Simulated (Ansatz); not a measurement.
# FH5OSn: the cost of one run

Method: RKS PBE/def2-SVP, in Ansatz 0.2.0.

## Step 1: The starting structure

Bond lengths: Sn1–O2 2.310 Å, O2–H3 1.010 Å, Sn1–H4 1.740 Å, Sn1–H5 1.739 Å, Sn1–H6 1.739 Å, Sn1–F7 2.170 Å. Angles: Sn1–O2–H3 109.5°, O2–Sn1–H4 109.4°, O2–Sn1–H5 109.5°, O2–Sn1–H6 109.5°, O2–Sn1–F7 71.6°, H4–Sn1–H5 109.5°, H4–Sn1–H6 109.5°, H4–Sn1–F7 67.2°, H5–Sn1–H6 109.5°, H5–Sn1–F7 176.6°, H6–Sn1–F7 72.8°.

As a file:

```xyz
8

Sn    0.0000    0.0000    0.0000
O     0.0000    0.0000    2.3100
H    -0.9095   -0.2814    2.6471
H     1.6408    0.0000   -0.5794
H    -0.8195    1.4198   -0.5794
H    -0.8195   -1.4198   -0.5794
F     1.1326   -1.7199    0.6842
H     0.7397   -1.1233    1.8212
```

## Step 2: Pulling towards end A

Springs on the bonds that form and break draw the guess towards this end; the thresholds are loose.

Input file input.yaml:

```yaml
crystal:
  periodic: [false, false, false]
  atoms:
    - { symbol: Sn, position_ang: [0.0, 0.0, 0.0] }
    - { symbol: O, position_ang: [0.0, 0.0, 2.31] }
    - { symbol: H, position_ang: [-0.9095, -0.2814, 2.6471] }
    - { symbol: H, position_ang: [1.6408, 0.0, -0.5794] }
    - { symbol: H, position_ang: [-0.8195, 1.4198, -0.5794] }
    - { symbol: H, position_ang: [-0.8195, -1.4198, -0.5794] }
    - { symbol: F, position_ang: [1.1326, -1.7199, 0.6842] }
    - { symbol: H, position_ang: [0.7397, -1.1233, 1.8212] }
basis:
  gaussian: { orbitals: def2-SVP }
hamiltonian:
  xc: pbe
relax:
  f_tol: 0.15
  max_steps: 25
  restrain:
    - { distance: [0, 6], at: 3.07, k: 30.0 }
    - { distance: [7, 1], at: 2.21, k: 30.0 }
    - { distance: [0, 1], at: 1.96, k: 30.0 }
    - { distance: [7, 6], at: 0.92, k: 30.0 }
```

On the command line:

```sh
$ ansatz run input.yaml --threads 1 --pin off --max-ram 2048MiB --backend cpu --events-out ev --progress --plain --runs-dir out
```

**Question.** How long does this run take on 1 thread of Intel Xeon Platinum 8488C (Sapphire Rapids), shared host, and how much memory does it need?

About 14 s, with a peak of 0.16 GiB.
